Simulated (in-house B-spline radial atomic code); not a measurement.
# Lu⁺: excited configurations

Aim: the energies of several excited configurations of Lu⁺ above a reference configuration, each from its own self-consistent run.

Program: in-house B-spline radial atomic code version 1. Level of theory: scalar-relativistic (spin-free one-electron X2C) LDA (Slater, VWN5), spin-polarised, spherical fractional occupations, Fermi nucleus, basis-set limit. These are calculated values, not measurements, unless marked.

**1. The system**

| Item | Value |
| --- | --- |
| element | lutetium (Z = 71) |
| charge | +1 |
| electrons | 70 |
| configuration | [Xe] 4f14 6s2 |
| Hamiltonian | scalar-relativistic (X2C) |
| nucleus | Fermi, rms radius 5.370 fm |

The outer shells:

[Xe] 4f14 6s2
```
[Xe] core
4f [↑↓][↑↓][↑↓][↑↓][↑↓][↑↓][↑↓]
6s [↑↓]
```

Where spins are not typed, each open shell is filled with up spins first.

Input settings:

```ini
Z = 71
electrons = 70.0
configuration = [Xe] 4f14 6s2
hamiltonian = x2c
method = lda,vwn
spin_polarised = True
nucleus = fermi
rms_radius = 5.37
mass_number = 175
atomic_mass = 174.940777211
speed_of_light = 137.035999084
```

This reference run was done before. Its total energy is -14553.776790 hartree, and its levels are (the highest eight at most):

```tsv
orbital	occupation	energy (eV)	<r> (bohr)
5s down	1	-69.977	1.170
5s up	1	-69.977	1.170
5p down	3	-40.721	1.384
5p up	3	-40.721	1.384
4f down	7	-18.781	0.7213
4f up	7	-18.781	0.7213
6s down	1	-11.268	3.240
6s up	1	-11.268	3.240
```

**2. Run with [Xe] 4f13 6s2 6p1**

Input settings:

```ini
Z = 71
electrons = 70.0
configuration = [Xe] 4f13 6s2 6p1
hamiltonian = x2c
method = lda,vwn
spin_polarised = True
nucleus = fermi
rms_radius = 5.37
mass_number = 175
atomic_mass = 174.940777211
speed_of_light = 137.035999084
```

**3. [Kr] 4d10 4f14 5s2 5p5 6s2 6f1**

Changes to the settings of step 2:

```diff
@@ -2,3 +2,3 @@
 electrons = 70.0
-configuration = [Xe] 4f13 6s2 6p1
+configuration = [Kr] 4d10 4f14 5s2 5p5 6s2 6f1
 hamiltonian = x2c
```

**4. Run with [Xe] 4f14 6s1 7d1**

Changes to the settings of step 3:

```diff
@@ -2,3 +2,3 @@
 electrons = 70.0
-configuration = [Kr] 4d10 4f14 5s2 5p5 6s2 6f1
+configuration = [Xe] 4f14 6s1 7d1
 hamiltonian = x2c
```

**5. Run with [Xe] 4f14 6s1 7p1**

Changes to the settings of step 4:

```diff
@@ -2,3 +2,3 @@
 electrons = 70.0
-configuration = [Xe] 4f14 6s1 7d1
+configuration = [Xe] 4f14 6s1 7p1
 hamiltonian = x2c
```

**6. Configuration [Xe] 4f13 5d1 6s2**

Changes to the settings of step 5:

```diff
@@ -2,3 +2,3 @@
 electrons = 70.0
-configuration = [Xe] 4f14 6s1 7p1
+configuration = [Xe] 4f13 5d1 6s2
 hamiltonian = x2c
```

Before running: How far above the reference does each configuration lie (order and size, in eV)?

The runs gave:

| net move | configuration | 2|M_S|+1 | energy above the reference (eV) | largest <r> (bohr) |
| --- | --- | --- | --- | --- |
| 6s → 7p | [Xe] 4f14 6s1 7p1 | 3 | 9.389 | 8.34 |
| 6s → 7d | [Xe] 4f14 6s1 7d1 | 3 | 11.118 | 12.1 |
| 4f → 5d | [Xe] 4f13 5d1 6s2 | 3 | 11.865 | 3.16 |
| 4f → 6p | [Xe] 4f13 6s2 6p1 | 3 | 16.725 | 3.79 |
| 5p → 6f | [Kr] 4d10 4f14 5s2 5p5 6s2 6f1 | 3 | 44.529 | 13.1 |

What this shows: The lowest of them is 6s → 7p at 9.389 eV and the highest 5p → 6f at 44.529 eV. 1 of them lies more than 60 % above minus the reference's highest level (11.268 eV), in the range where a state can decay by emitting an electron. The reference has 2|M_S|+1 = 1; 5 of the configurations differ from it in spin. These are spherical averages at the typed spins, not spectroscopic levels.
